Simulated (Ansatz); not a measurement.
# Zr3SiW: one candidate of a structure search, part 2 of 2

Aim: relax a trial structure of Zr3SiW and see where it ends.

Ansatz 0.2.0; DFT PBE, scalar-relativistic, plane waves, PAW. Earlier steps stand in the parts before.

### 4 Spin check on a coarse mesh

input.yaml

```yaml
crystal:
  lattice:
    - [5.0013019602, 0.0, 0.0]
    - [0.0, 5.0013019602, 0.0]
    - [0.0, 0.0, 5.0013019602]
  atoms:
    - { symbol: Zr, position: [0.0, 0.5, 0.5], spin: 1.0 }
    - { symbol: Zr, position: [0.5, 0.5, 0.0], spin: 1.0 }
    - { symbol: Zr, position: [0.5, 0.0, 0.5], spin: 1.0 }
    - { symbol: Si, position: [0.0, 0.0, 0.0] }
    - { symbol: W, position: [0.5, 0.5, 0.5] }
basis:
  ecutwfc: 420
kpoints:
  mp_grid: { grid: [4, 4, 4] }
hamiltonian:
  xc: pbe
scf:
  occupations: { method: gaussian, width: 0.1 }
  lower_state_search: "off"
output:
  forces: true
  stress: true
  eigenvalues: true
  populations: true
magnetization:
  spin_polarized: true
```

Started as:

```bash
ansatz run input.yaml --threads 1 --pin off --max-ram 2560MiB --backend cpu --events-out ev --progress --plain --runs-dir out
```

The log of the run (excerpt; [...] marks lines left out):

```text
[...]
SCF converged after 18 iterations
Magnetization: 0.0008 μB (27.0004 up, 26.9996 down)
Absolute magnetization: 0.0008 μB (∫|ρ↑−ρ↓|, with the PAW one-centre terms)
Spin contamination: 0.0000 ħ² per cell (⟨S²⟩ above its minimum at these occupations)
Per-site moments (μB) at R_I (Å): [(9.300592936014136e-5, 1.03151852929125), (9.300592936010891e-5, 1.03151852929125), (9.300592936005927e-5, 1.03151852929125), (-1.6161911140382743e-5, 1.4587874939628345), (3.746469866556506e-5, 1.03151852929125)]
Free energy (F): -23567.424235 eV
[...]
E sigma→0 (E₀):  -23567.405007 eV
Entropy (-TS):   -0.038456 eV (-7.691 meV/atom)
Fermi energy:    11.044027 eV
[...]
--- Forces (eV/Å), atoms counted from 1 ---
  atom   1  Zr     0.00000000     0.00000000     0.00000000
  atom   2  Zr     0.00000000     0.00000000     0.00000000
  atom   3  Zr     0.00000000    -0.00000000    -0.00000000
  atom   4  Si    -0.00000000     0.00000000     0.00000000
  atom   5  W      0.00000000    -0.00000000    -0.00000000
[...]
--- Stress (GPa, compression-positive) ---
        0.134059       0.000000       0.000000
        0.000000       0.134059       0.000000
        0.000000      -0.000000       0.134059
  P = ⅓ Tr σ = 0.1341 GPa (1.341 kbar)
--- Band table (eV; the first three rows and the last of 20) ---
[...]
--- Löwdin populations: 5 sites ---
  site symbol       q [e]    m [muB]
     0     Zr     11.6644     0.0002
     1     Zr     11.6644     0.0002
     2     Zr     11.6644     0.0002
     3     Si      4.6419    -0.0000
     4      W     14.1088     0.0001
  spilling = 0.004740 (of n_electrons = 54.000000)
```

Run time: 6.1 s. Hardware: 1 thread of Intel Xeon 6975P-C (Granite Rapids), shared host; peak memory 0.47 GiB.

Per atom:

```tsv
atom	Löwdin electrons
Zr1	11.66
Zr2	11.66
Zr3	11.66
Si4	4.64
W5	14.11
```

The Löwdin counts miss 0.26 of the 54 electrons, which the atomic orbitals do not span, so they are no charges.

The same cell is solved with trial moments on Zr. The largest site moment that stays is 0.00 μB and the cell's total 0.00 μB. The workflow keeps spin only above 0.25 μB on a site, so the next run goes without spin.

### 5 Final relaxation

The end of the coarse run is made exact in the group found at a tolerance of 0.06 Å and reduced to its primitive cell.

input.yaml

```yaml
crystal:
  lattice:
    - [5.0013019602, 0.0, 0.0]
    - [0.0, 5.0013019602, 0.0]
    - [0.0, 0.0, 5.0013019602]
  atoms:
    - { symbol: Zr, position: [0.0, 0.5, 0.5] }
    - { symbol: Zr, position: [0.5, 0.5, 0.0] }
    - { symbol: Zr, position: [0.5, 0.0, 0.5] }
    - { symbol: Si, position: [0.0, 0.0, 0.0] }
    - { symbol: W, position: [0.5, 0.5, 0.5] }
basis:
  ecutwfc: 420
kpoints:
  mp_grid: { grid: [8, 8, 8] }
hamiltonian:
  xc: pbe
scf:
  occupations: { method: gaussian, width: 0.1 }
output:
  forces: true
  stress: true
  eigenvalues: true
relax:
  adjacent_minimum: "off"
  f_tol: 0.01
  max_steps: 80
  cell: { stress_tol: 0.05 }
```

Started as:

```bash
ansatz run input.yaml --threads 1 --pin off --max-ram 2560MiB --backend cpu --events-out ev --progress --plain --runs-dir out
```

The log of the run:

```text
Warning: RAYON_NUM_THREADS=1 ignored (pool sized by the plan → 1); use --threads N
[... 10 set-up lines as earlier in the session ...]
Crystal: 5 atoms, lattice volume = 125.098 Å³
Basis set: ecut = 420 eV, 2469 PW (Γ), exchange–correlation on 72×72×72 points (8 copies of the dense FFT grid, shifted against one another)
Bands: 33, of which v1, the nominal top of the filled ones, is band 27 counted from 1 (26 counted from 0)
[... 1 set-up line as earlier in the session ...]
Space group: Pm-3m (ITA 221), of the structure as read, at distance tolerance 5.0e-5 Å
k-points: 35 of 512
[... 10 set-up lines as earlier in the session ...]
SCF iter   1: F=—  HF=-23567.453810 eV  |F-HF|=—  |Δ(HF+E_count)|=         —  Δρ=7.54e-3  dr2=2.18e-1  ethr=1.77e-3  ⟨swp⟩=5.1  Hψ=4719  notcnv=0
preconditioner: auto → Kerker (q_TF=auto, 2.372 Å⁻¹)  [metal: Δε(μ)=0.013 eV  Ē_g=3.625 eV  σ=0.100 eV  W_gap=0.07  n_scr=26 (ndim 8)  ℏωp=15.6 eV  f_vac=0.000  D(μ)=10.20/eV (n_scr^D=122)]
SCF iter   2: F=—  HF=-23567.423041 eV  |F-HF|=—  |Δ(HF+E_count)|=   3.08e-2  Δρ=3.55e-3  dr2=3.56e-2  ethr=4.04e-4  ⟨swp⟩=1.1  Hψ=1439  notcnv=0  defer=1
SCF iter   3: F=—  HF=-23567.418049 eV  |F-HF|=—  |Δ(HF+E_count)|=   4.99e-3  Δρ=1.31e-3  dr2=4.78e-3  ethr=6.59e-5  ⟨swp⟩=2.0  Hψ=1485  notcnv=0  defer=1
SCF iter   4: F=—  HF=-23567.417528 eV  |F-HF|=—  |Δ(HF+E_count)|=   5.21e-4  Δρ=5.29e-4  dr2=2.35e-4  ethr=8.85e-6  ⟨swp⟩=2.0  Hψ=1415  notcnv=0  defer=1
SCF iter   5: F=—  HF=-23567.417557 eV  |F-HF|=—  |Δ(HF+E_count)|=   2.89e-5  Δρ=1.03e-4  dr2=1.70e-5  ethr=4.34e-7  ⟨swp⟩=2.1  Hψ=1977  notcnv=0  defer=1
SCF iter   6: F=—  HF=-23567.417555 eV  |F-HF|=—  |Δ(HF+E_count)|=   1.93e-6  Δρ=2.80e-5  dr2=1.50e-6  ethr=3.14e-8  ⟨swp⟩=2.1  Hψ=1740  notcnv=0  defer=9
SCF iter   7: F=-23567.417555 eV  HF=-23567.417555 eV  |F-HF|=7.06e-9  |Δ(HF+E_count)|=   5.45e-9  Δρ=7.46e-6  dr2=7.96e-8  ethr=1.85e-10  ⟨swp⟩=5.9  Hψ=5020  notcnv=0
SCF 1 converged in 7 iterations: F = -23567.417555 eV  dr2 = 7.96e-8
relax step   1: F+E_penalty+E_count = -23567.41755509 eV  Δ(F+E_penalty+E_count) = +0.000e0 eV  max|allowed force component| = 2.089e-28 eV/Å  Δτ_max = 0.0000 Å  P = +1.044 GPa  Ω = 125.098 Å³  (7 SCF iters, dr2 threshold 1.00e-7 eV, accepted)
Crystal: 5 atoms, lattice volume = 127.432 Å³
Basis set: ecut = 420 eV, 2517 PW (Γ), exchange–correlation on 72×72×72 points (8 copies of the dense FFT grid, shifted against one another)
[... 2 set-up lines as earlier in the session ...]
iter 1 solved again at ethr=2.46e-5 eV; its pass at ethr=3.10e-3 eV (dr2=1.33e-2 eV) is discarded
SCF iter   1: F=—  HF=-23567.423077 eV  |F-HF|=—  |Δ(HF+E_count)|=         —  Δρ=1.52e-3  dr2=1.30e-2  ethr=2.46e-5  ⟨swp⟩=1.0  Hψ=5920  notcnv=0
preconditioner: auto → Kerker (q_TF=auto, 2.365 Å⁻¹)  [metal: Δε(μ)=0.003 eV  Ē_g=3.580 eV  σ=0.100 eV  W_gap=0.02  n_scr=26 (ndim 8)  ℏωp=15.4 eV  f_vac=0.000  D(μ)=10.19/eV (n_scr^D=122)]
SCF iter   2: F=—  HF=-23567.421469 eV  |F-HF|=—  |Δ(HF+E_count)|=   1.61e-3  Δρ=6.81e-4  dr2=1.55e-3  ethr=2.40e-5  ⟨swp⟩=2.0  Hψ=1416  notcnv=0
SCF iter   3: F=—  HF=-23567.421193 eV  |F-HF|=—  |Δ(HF+E_count)|=   2.76e-4  Δρ=3.07e-4  dr2=4.24e-4  ethr=2.88e-6  ⟨swp⟩=2.0  Hψ=1447  notcnv=0
SCF iter   4: F=—  HF=-23567.421113 eV  |F-HF|=—  |Δ(HF+E_count)|=   7.95e-5  Δρ=1.07e-4  dr2=1.76e-5  ethr=7.86e-7  ⟨swp⟩=2.0  Hψ=1402  notcnv=0
SCF iter   5: F=—  HF=-23567.421110 eV  |F-HF|=—  |Δ(HF+E_count)|=   2.97e-6  Δρ=1.98e-5  dr2=7.23e-7  ethr=3.26e-8  ⟨swp⟩=2.0  Hψ=1534  notcnv=0
SCF iter   6: F=-23567.421110 eV  HF=-23567.421110 eV  |F-HF|=2.31e-8  |Δ(HF+E_count)|=   3.96e-8  Δρ=4.39e-6  dr2=3.89e-8  ethr=9.26e-10  ⟨swp⟩=5.6  Hψ=4494  notcnv=0
SCF 2 converged in 6 iterations: F = -23567.421110 eV  dr2 = 3.89e-8
relax step   2: F+E_penalty+E_count = -23567.42111013 eV  Δ(F+E_penalty+E_count) = -3.555e-3 eV  max|allowed force component| = 1.047e-29 eV/Å  Δτ_max = 0.0000 Å  P = -0.479 GPa  Ω = 127.432 Å³  energy of the carried Pulay correction = -3.876e-4 eV  (6 SCF iters, dr2 threshold 5.00e-7 eV, accepted)
Crystal: 5 atoms, lattice volume = 126.688 Å³
iter 1 solved again at ethr=2.47e-6 eV; its pass at ethr=3.10e-3 eV (dr2=1.33e-3 eV) is discarded
SCF iter   1: F=—  HF=-23567.422564 eV  |F-HF|=—  |Δ(HF+E_count)|=         —  Δρ=4.74e-4  dr2=1.25e-3  ethr=2.47e-6  ⟨swp⟩=2.7  Hψ=5548  notcnv=0
preconditioner: auto → Kerker (q_TF=auto, 2.367 Å⁻¹)  [metal: Δε(μ)=0.006 eV  Ē_g=3.600 eV  σ=0.100 eV  W_gap=0.03  n_scr=26 (ndim 8)  ℏωp=15.5 eV  f_vac=0.000  D(μ)=10.25/eV (n_scr^D=122)]
SCF iter   2: F=—  HF=-23567.422410 eV  |F-HF|=—  |Δ(HF+E_count)|=   1.54e-4  Δρ=2.13e-4  dr2=1.47e-4  ethr=2.32e-6  ⟨swp⟩=2.0  Hψ=1423  notcnv=0
SCF iter   3: F=—  HF=-23567.422379 eV  |F-HF|=—  |Δ(HF+E_count)|=   3.12e-5  Δρ=9.67e-5  dr2=4.20e-5  ethr=2.72e-7  ⟨swp⟩=2.0  Hψ=1491  notcnv=0
SCF iter   4: F=—  HF=-23567.422372 eV  |F-HF|=—  |Δ(HF+E_count)|=   7.28e-6  Δρ=3.32e-5  dr2=1.65e-6  ethr=7.77e-8  ⟨swp⟩=2.0  Hψ=1438  notcnv=0
SCF iter   5: F=-23567.422371 eV  HF=-23567.422371 eV  |F-HF|=3.48e-8  |Δ(HF+E_count)|=   3.12e-7  Δρ=6.67e-6  dr2=7.87e-8  ethr=9.26e-10  ⟨swp⟩=5.6  Hψ=4606  notcnv=0
SCF 3 converged in 5 iterations: F = -23567.422371 eV  dr2 = 7.87e-8
relax step   3: F+E_penalty+E_count = -23567.42237119 eV  Δ(F+E_penalty+E_count) = -1.261e-3 eV  max|allowed force component| = 5.151e-30 eV/Å  Δτ_max = 0.0000 Å  P = -0.009 GPa  Ω = 126.688 Å³  energy of the carried Pulay correction = -2.649e-4 eV  (5 SCF iters, dr2 threshold 5.00e-7 eV, accepted)
Initial wavefunctions: pseudopotential atomic-orbital guess (no wavefunctions were taken with the density)
iter 1 solved again at ethr=3.36e-8 eV; its pass at ethr=3.10e-3 eV (dr2=1.82e-5 eV) is discarded
SCF iter   1: F=—  HF=-23567.422618 eV  |F-HF|=—  |Δ(HF+E_count)|=         —  Δρ=5.33e-5  dr2=2.05e-7  ethr=3.36e-8  ⟨swp⟩=3.5  Hψ=8315  notcnv=0
preconditioner: auto → Kerker (q_TF=auto, 2.367 Å⁻¹)  [metal: Δε(μ)=0.006 eV  Ē_g=3.600 eV  σ=0.100 eV  W_gap=0.03  n_scr=26 (ndim 8)  ℏωp=15.5 eV  f_vac=0.000  D(μ)=10.21/eV (n_scr^D=122)]
SCF iter   2: F=—  HF=-23567.422626 eV  |F-HF|=—  |Δ(HF+E_count)|=   8.13e-6  Δρ=2.71e-5  dr2=5.36e-8  ethr=3.80e-10  ⟨swp⟩=2.0  Hψ=1639  notcnv=0
SCF iter   3: F=—  HF=-23567.422631 eV  |F-HF|=—  |Δ(HF+E_count)|=   4.70e-6  Δρ=4.39e-6  dr2=2.55e-8  ethr=9.93e-11  ⟨swp⟩=2.1  Hψ=1578  notcnv=0
SCF iter   4: F=—  HF=-23567.422631 eV  |F-HF|=—  |Δ(HF+E_count)|=   5.61e-8  Δρ=1.47e-6  dr2=1.65e-9  ethr=4.72e-11  ⟨swp⟩=2.0  Hψ=1418  notcnv=0
SCF iter   5: F=—  HF=-23567.422631 eV  |F-HF|=—  |Δ(HF+E_count)|=   8.43e-9  Δρ=5.07e-7  dr2=3.55e-10  ethr=3.05e-12  ⟨swp⟩=2.0  Hψ=1534  notcnv=0
SCF iter   6: F=-23567.422631 eV  HF=-23567.422631 eV  |F-HF|=1.46e-11  |Δ(HF+E_count)|=   1.08e-9  Δρ=1.05e-7  dr2=2.68e-11  ethr=1.00e-12  ⟨swp⟩=3.3  Hψ=4145  notcnv=0
SCF 4 converged in 6 iterations: F = -23567.422631 eV  dr2 = 2.68e-11
relax step   4: F+E_penalty+E_count = -23567.42263078 eV  Δ(F+E_penalty+E_count) = -2.596e-4 eV  max|allowed force component| = 1.417e-29 eV/Å  Δτ_max = 0.0000 Å  P = -0.009 GPa  Ω = 126.688 Å³  stress off target by 8.75e-3 GPa  SCF on the basis re-selected at this cell (its energy is not comparable with the rows above)  (6 SCF iters)
basis re-selected at this cell: Δ(F+E_penalty+E_count) = -2.596e-4 eV, ΔP = +0.001 GPa vs the last step (what re-selecting the basis moved, of the pressure what is left beyond the Pulay correction that the steps carried, after the strain that the cell walked since its last selection, with what the two solves' SCF thresholds leave and, on support functions, any second-order correction that the steps lacked; it is no measure of the basis error at this ecutwfc). This SCF's stress stands 8.75e-3 GPa from its target on what of the cell is left free (relax.cell.stress_tol is 5.00e-2 GPa) and its largest allowed force component is 1.42e-29 eV/Å (relax.f_tol is 1.00e-2 eV/Å): within both
SCF converged after 6 iterations
Free energy (F): -23567.422631 eV
Harris-Foulkes:  -23567.422631 eV  (|F-HF|=1.46e-11)
Internal energy: -23567.371581 eV  (E = F + TS)
E sigma→0 (E₀):  -23567.397106 eV
Entropy (-TS):   -0.051049 eV (-10.210 meV/atom)
Fermi energy:    10.947768 eV
--- Per-component energies (eV) ---
  E_band       = -613.916901
  E_kinetic    = 1487.255858
  E_local      = -4324.245859  (includes V_loc(G=0)·N_el)
  E_nonlocal   = 274.033842
  E_hartree    = 1586.050429
  E_xc         = -802.553426
  E_vxc        = -852.510278  (∫ρ·V_xc dr)
  E_paw        = -17939.145307  (= ΣΔE_a)
  E_vpaw       = -370.551168  (= ΣTr[D̂ρ^β])
  E_aug_tail   = 0.000021  (compensation charges beyond the density's cutoff)
  E_ewald      = -3848.767140
  E_smearing   = -0.051049  (= −TS)
  E_closure    = -0.000000  (closes the sum)
  Σ components = -23567.422631   (vs F -23567.422631, Δ=0.00e0)
--- Forces (eV/Å), atoms counted from 1 ---
  atom   1  Zr     0.00000000     0.00000000    -0.00000000
  atom   2  Zr    -0.00000000     0.00000000     0.00000000
  atom   3  Zr     0.00000000     0.00000000     0.00000000
  atom   4  Si     0.00000000    -0.00000000     0.00000000
  atom   5  W      0.00000000    -0.00000000    -0.00000000
  max |Σ_I F_I| component: 2.98e-29 eV/Å
--- Stress (GPa, compression-positive) ---
       -0.008751      -0.000000      -0.000000
       -0.000000      -0.008751       0.000000
       -0.000000       0.000000      -0.008751
  P = ⅓ Tr σ = -0.0088 GPa (-0.088 kbar)
--- Band table (eV; the first three rows and the last of 35) ---
  k-point 0: bands = ["-61.7893", "-38.0989", "-38.0675", "-38.0675", "-26.4211", "-26.4211", "-26.4211", "-16.1893", "-16.1893", "-16.1893", "-16.1345", "-16.1345", "-16.1345", "-15.9049", "-15.9049", "-15.9049", "3.4763", "6.5746", "7.3301", "7.3301", "7.3301", "7.9965", "7.9965", "9.8897", "9.8897", "10.3847", "10.3847", "10.3847", "11.6205", "12.4300", "12.4300", "12.4300", "14.5213"]
  k-point 1: bands = ["-61.7893", "-38.0985", "-38.0700", "-38.0675", "-26.4210", "-26.4210", "-26.4037", "-16.1904", "-16.1871", "-16.1871", "-16.1363", "-16.1363", "-16.1349", "-15.9484", "-15.9066", "-15.9066", "3.5514", "6.6124", "7.3464", "7.4207", "7.4207", "8.0100", "8.1718", "9.4319", "9.9861", "10.3314", "10.3314", "10.6377", "11.9269", "12.3564", "12.5398", "12.5398", "14.0944"]
  k-point 2: bands = ["-61.7893", "-38.0973", "-38.0762", "-38.0675", "-26.4206", "-26.4206", "-26.3614", "-16.1943", "-16.1810", "-16.1810", "-16.1417", "-16.1417", "-16.1360", "-16.0518", "-15.9106", "-15.9106", "3.7517", "6.5670", "7.3867", "7.6571", "7.6571", "8.0410", "8.7704", "8.9089", "10.2634", "10.2725", "10.2725", "11.0154", "12.1844", "12.2001", "12.4027", "12.4027", "13.6657"]
  k-point 34: bands = ["-61.7889", "-38.0920", "-38.0920", "-38.0920", "-26.2987", "-26.2987", "-26.2987", "-16.3919", "-16.2679", "-16.2679", "-16.2679", "-16.1435", "-16.1435", "-16.0520", "-16.0520", "-16.0520", "4.3229", "8.8122", "8.8122", "8.8122", "8.9161", "8.9161", "8.9161", "10.3437", "11.3793", "11.3793", "11.3793", "11.3964", "11.3964", "11.3964", "11.8871", "11.8871", "12.1535"]
--- Relaxed structure (3 steps of the walk, 3 accepted, 1 SCFs on fresh bases) ---
  F+E_penalty+E_count = -23567.42263078 eV   max|allowed force component| = 1.417e-29 eV/Å   (the final SCF, on the basis selected at the relaxed cell)
  cell:  # Å, volume = 126.6884 Å³
    - [5.022411175531502, -2.246918268451775e-34, 6.419766481290786e-35]
    - [-9.629649721936178e-35, 5.022411175531502, 0.0]
    - [6.419766481290786e-35, 0.0, 5.022411175531502]
  atoms:
    - { symbol: Zr, position: [-4.4926666822663685e-35, 0.5, 0.5] }
    - { symbol: Zr, position: [0.5, 0.5, -2.4388761989431496e-35] }
    - { symbol: Zr, position: [0.5, -9.37041908015185e-35, 0.5] }
    - { symbol: Si, position: [-1.2194380994746687e-34, 3.4657714406011984e-35, 1.283619052083944e-36] }
    - { symbol: W, position: [0.5, 0.5, 0.5] }
```

Run time: 18 s. Hardware: 1 thread of Intel Xeon 6975P-C (Granite Rapids), shared host; peak memory 0.51 GiB.

Step by step:

```csv
step,energy from step 1 (eV/cell),largest force component (eV/Å),pressure (GPa),volume (Å³)
1,0.0000,0.0000,1.04,125.10
2,-0.0036,0.0000,-0.48,127.43
3,-0.0048,0.0000,-0.01,126.69
4,-0.0051,0.0000,-0.01,126.69
```

Step 1 is the start. Step 4 repeats the geometry before it on a plane-wave basis chosen anew for that cell, so its energy need not be comparable with the rows above.

|  | before | after | change |
| --- | --- | --- | --- |
| a (Å) | 5.001 | 5.022 | +0.4 % |
| b (Å) | 5.001 | 5.022 | +0.4 % |
| c (Å) | 5.001 | 5.022 | +0.4 % |
| volume (Å³/atom) | 25.02 | 25.34 | +1.3 % |
| shortest distance (Å) | 2.501 | 2.511 | +0.4 % |
| space group (0.01 Å) | Pm-3m | Pm-3m | same |

Forces and stress were held to the start's 48 operations: a distortion of lower symmetry was not tested.

### 6 Variant: mp_grid.grid [4, 4, 4]

input.yaml: that of step 5 with these lines changed.

```diff
@@ -14,3 +14,3 @@
 kpoints:
-  mp_grid: { grid: [8, 8, 8] }
+  mp_grid: { grid: [4, 4, 4] }
 hamiltonian:
@@ -21,4 +21,4 @@
   forces: true
+  eigenvalues: true
   stress: true
-  eigenvalues: true
 relax:
```

Started as:

```bash
ansatz run input.yaml --threads 1 --pin off --max-ram 2560MiB --backend cpu --events-out ev --progress --plain --runs-dir out
```

The log of the run (excerpt; [...] marks lines left out):

```text
Warning: RAYON_NUM_THREADS=1 ignored (pool sized by the plan → 1); use --threads N
[...]
[... 5 set-up lines as earlier in the session ...]
[...]
Crystal: 5 atoms, lattice volume = 125.098 Å³
Basis set: ecut = 420 eV, 2469 PW (Γ), exchange–correlation on 72×72×72 points (8 copies of the dense FFT grid, shifted against one another)
Bands: 33, of which v1, the nominal top of the filled ones, is band 27 counted from 1 (26 counted from 0)
[... 2 set-up lines as earlier in the session ...]
k-points: 10 of 64
[...]
        0.000000       0.000000      -0.000256
  P = ⅓ Tr σ = -0.0003 GPa (-0.003 kbar)
--- Band table (eV; the first three rows and the last of 10) ---
[...]
--- Relaxed structure (3 steps of the walk, 3 accepted, 1 SCFs on fresh bases) ---
  F+E_penalty+E_count = -23567.42433905 eV   max|allowed force component| = 3.366e-29 eV/Å   (the final SCF, on the basis selected at the relaxed cell)
  cell:  # Å, volume = 125.3045 Å³
    - [5.0040567570465395, 8.827178911774831e-35, -3.209883240645393e-35]
    - [1.2037062152420224e-34, 5.0040567570465395, -2.0061770254033706e-36]
    - [0.0, -2.0061770254033706e-36, 5.0040567570465395]
  atoms:
    - { symbol: Zr, position: [-1.235483337643288e-35, 0.49999999999999994, 0.49999999999999994] }
    - { symbol: Zr, position: [0.49999999999999994, 0.49999999999999994, 7.380809549454661e-36] }
    - { symbol: Zr, position: [0.49999999999999994, 5.7762857342843503e-36, 0.49999999999999994] }
    - { symbol: Si, position: [-1.1552571468956298e-35, 3.369500011551074e-36, -2.246333341128223e-36] }
    - { symbol: W, position: [0.49999999999999994, 0.49999999999999994, 0.49999999999999994] }
```

Wall time 6.3 s (1 thread of Intel Xeon 6975P-C (Granite Rapids), shared host); peak memory 0.44 GiB.

```tsv
run	ending	energy change	pressure (GPa)	gap (eV)	force (eV/Å)	cycles	time
step 5	converged	0	0.0	0.00	0.00	-	18 s
variant	converged	-0.3 meV/atom	0.0	0.00	0.00	-	6.3 s
```

Changing the k-point mesh moves the energy by -0.3 meV/atom, and the final volume goes from 126.69 to 125.30 Å³. The energy is not variational in the mesh, so the sign tells nothing. Cost: 6.3 s against 18 s.

### 7 What came out

What follows sums up all 2 parts. Changes of volume or cell count from the first structure of part 1.

```
                              quantity                                                                      value
symmetry at the end (tolerance 0.05 Å)                                                space group Pm-3m (No. 221)
                     conventional cell  a = 5.022 Å, b = 5.022 Å, c = 5.022 Å, α = 90.00°, β = 90.00°, γ = 90.00°
                                volume                                                              25.34 Å³/atom
              energy over the elements                                                              +0.95 eV/atom
                       gap on the mesh                                                               none (metal)
```

**Reading.** The space group Pm-3m (No. 221) is kept, and the volume per atom grows by 68.2 % from the first guess. The formation energy is positive, so the separate elements lie lower. No finished test with a distortion of lower symmetry is shown, so the end may be a saddle point. Spin-orbit coupling is left out for W. Other magnetic orders were not searched.
